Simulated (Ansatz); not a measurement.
# C2H11NSi2: the cost of one run

Method: RHF/STO-3G, in Ansatz 0.2.0.

1 further run of the same task is left out (it didn't finish).

### 1 The starting structure

Bond lengths (14 of 15 bonds, heavy atoms first): N1–Si2 1.677 Å, Si2–C3 1.888 Å, C3–C4 1.466 Å, C4–Si5 1.853 Å, N1–H6 1.047 Å, N1–H7 1.046 Å, Si2–H8 1.503 Å, Si2–H9 1.519 Å, C3–H10 1.132 Å, C3–H11 1.060 Å, C4–H12 1.093 Å, C4–H13 1.195 Å, Si5–H14 1.490 Å, Si5–H15 1.479 Å. Angles (14 of 27 angles, heavy atoms first): N1–Si2–C3 111.9°, Si2–C3–C4 119.6°, C3–C4–Si5 121.9°, N1–Si2–H8 107.0°, N1–Si2–H9 107.0°, C3–Si2–H8 109.6°, C3–Si2–H9 110.3°, Si2–N1–H6 109.3°, Si2–N1–H7 108.1°, Si2–C3–H10 105.9°, Si2–C3–H11 106.7°, C4–C3–H10 106.7°, C4–C3–H11 110.3°, C3–C4–H12 110.5°.

Structure file:

```xyz
16

N    -0.4181   -2.4738   -0.5434
Si    0.9097   -1.4769   -0.3109
C     0.5765    0.2870   -0.8943
C    -0.5057    1.0613   -0.2789
Si   -0.4210    1.6322    1.4819
H    -0.7479   -2.3869   -1.5328
H    -1.2228   -2.0720   -0.0097
H     2.0446   -2.0631   -1.1031
H     1.2206   -1.4912    1.1761
H     1.5346    0.8609   -0.7080
H     0.4438    0.2397   -1.9449
H    -0.7184    1.9574   -0.8681
H    -1.5461    0.4833   -0.3824
H    -0.4076    0.4851    2.4327
H     0.8204    2.4170    1.6603
H    -1.5856    2.5173    1.8697
```

### 2 Preparing the start

The input, input.yaml:

```yaml
crystal:
  periodic: [false, false, false]
  atoms:
    - { symbol: "N", position_ang: [-0.4181, -2.4738, -0.5434] }
    - { symbol: Si, position_ang: [0.9097, -1.4769, -0.3109] }
    - { symbol: C, position_ang: [0.5765, 0.287, -0.8943] }
    - { symbol: C, position_ang: [-0.5057, 1.0613, -0.2789] }
    - { symbol: Si, position_ang: [-0.421, 1.6322, 1.4819] }
    - { symbol: H, position_ang: [-0.7479, -2.3869, -1.5328] }
    - { symbol: H, position_ang: [-1.2228, -2.072, -0.0097] }
    - { symbol: H, position_ang: [2.0446, -2.0631, -1.1031] }
    - { symbol: H, position_ang: [1.2206, -1.4912, 1.1761] }
    - { symbol: H, position_ang: [1.5346, 0.8609, -0.708] }
    - { symbol: H, position_ang: [0.4438, 0.2397, -1.9449] }
    - { symbol: H, position_ang: [-0.7184, 1.9574, -0.8681] }
    - { symbol: H, position_ang: [-1.5461, 0.4833, -0.3824] }
    - { symbol: H, position_ang: [-0.4076, 0.4851, 2.4327] }
    - { symbol: H, position_ang: [0.8204, 2.417, 1.6603] }
    - { symbol: H, position_ang: [-1.5856, 2.5173, 1.8697] }
basis:
  gaussian: { orbitals: STO-3G }
hamiltonian:
  xc: hf
relax:
  f_tol: 0.02
  max_steps: 40
scf:
  lower_state_search: "off"
```

Run with:

```console
> ansatz run input.yaml --threads 1 --pin off --max-ram 2048MiB --backend cpu --events-out ev --progress --plain --runs-dir out
```

**Question.** How long does this run take on 1 thread of Arm Neoverse N1, shared host, and how much memory does it need?

About 26 s, with a peak of 0.11 GiB.
